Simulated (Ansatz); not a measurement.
# In (sc type): a single-point run

Wanted: a converged single-point run for In (sc type), and a check of what comes out.

Program: Ansatz 0.2.0. Level of theory: DFT, PBEsol, PAW with Ansatz's default frozen-core files, scalar-relativistic. These are calculated values, not measurements.

1 further run of the same task is left out (it didn't finish). Runs told in other sessions of the task aren't counted.

### Step 1. The structure to begin with

Symmetry: Pm-3m, No. 221, cubic system. The conventional cell has a = 2.853 Å, b = 2.853 Å, c = 2.853 Å, α = 90.00°, β = 90.00°, γ = 90.00°. Around In (site symmetry m-3m) lie 6 In at 2.85 Å.

As a file:

```xyz
1
Lattice="2.8534 0.0000 0.0000 0.0000 2.8534 0.0000 0.0000 0.0000 2.8534" Properties=species:S:1:pos:R:3 pbc="T T T"
In    0.0000    0.0000    0.0000
```

### Step 2. Input and run

The input, input.yaml:

```yaml
crystal:
  lattice:
    - [2.8533803621, 0.0, 0.0]
    - [0.0, 2.8533803621, 0.0]
    - [0.0, 0.0, 2.8533803621]
  atoms:
    - { symbol: In, position: [0.0, 0.0, 0.0] }
kpoints:
  mp_grid: { grid: [14, 13, 15] }
scf:
  occupations: { method: fermi_dirac, width: 0.05 }
  max_iter: 80
hamiltonian:
  xc: pbesol
  pseudopotentials: { kind: paw }
output:
  forces: true
  stress: true
  eigenvalues: true
  populations: true
```

On the command line:

```console
$ ansatz run input.yaml --threads 1 --pin off --max-ram 2048MiB --backend cpu --events-out ev --progress --plain --runs-dir out
```

**Question.** How will this run end, and is anything wrong with its input?

The run converged and reported no error, with warnings (symmetry narrowed by mesh). Its log warns: «crystal.symmetry: narrowed to the stabiliser of the k-point mesh — unitary ops 48 → 8; excluded 40 operations that carry a point of the 14×13×15 mesh (shift [0, 0 ...»

The suspect setting: kpoints.mp_grid.grid is [14, 13, 15]. The mesh has lower symmetry than the crystal, so equivalent directions are sampled differently.

The test: set kpoints.mp_grid.grid to [14, 14, 14].
